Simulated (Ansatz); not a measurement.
Crystal: NiMoIrPdW.

```
CELL_PARAMETERS angstrom
2.76616 0.00000 0.00000
-1.38308 2.39557 0.00000
0.00000 0.00000 11.02292
ATOMIC_POSITIONS crystal
Ni 0.33333 0.66667 0.59712
Mo 0.00000 0.00000 0.41074
Pd 0.66667 0.33333 0.79520
Ir 0.66667 0.33333 0.19960
W 0.33333 0.66667 0.99734
```

The cell was built by a generator and needn't be a form met in nature.

Base run:

| Quantity | Value |
| --- | --- |
| Program | Ansatz 0.2.0 |
| Functional | PBEsol |
| Potentials or basis | Ansatz PAW |
| Cutoff | 420 eV (not typed: the program's choice for these potentials) |
| k mesh | 11 × 11 × 3 |
| Occupations | fermi-dirac, width 0.05 eV |
| Spin | collinear spin, ferromagnetic start |
| Starting moments | [1.0, 1.0, 0.0, 0.6, 0.0] μB |

Its results: band gap on the k mesh none (metal or under the smearing width); pressure -9.0 GPa; net moment 0.00 μB per cell; largest force 0.170 eV/Å.

After a change of settings the same cell gave: band gap on the k mesh none (metal or under the smearing width); pressure 11.4 GPa; net moment 0.00 μB per cell; largest force 0.246 eV/Å. Which change was it?
A. functional from PBEsol to LDA
B. functional from PBEsol to BLYP
C. functional from PBEsol to RPBE

B.

BLYP binds less tightly than PBEsol, so the same cell stands under more pressure.

Caveats: spin-orbit coupling is left out, which moves the levels of the heavy elements; the PAW data sets come from PBE, with cores solved anew for the run's functional, which leaves a small shift of forces and pressure; the starting moments weren't kept.

Runs at the PBE level aren't shown here.
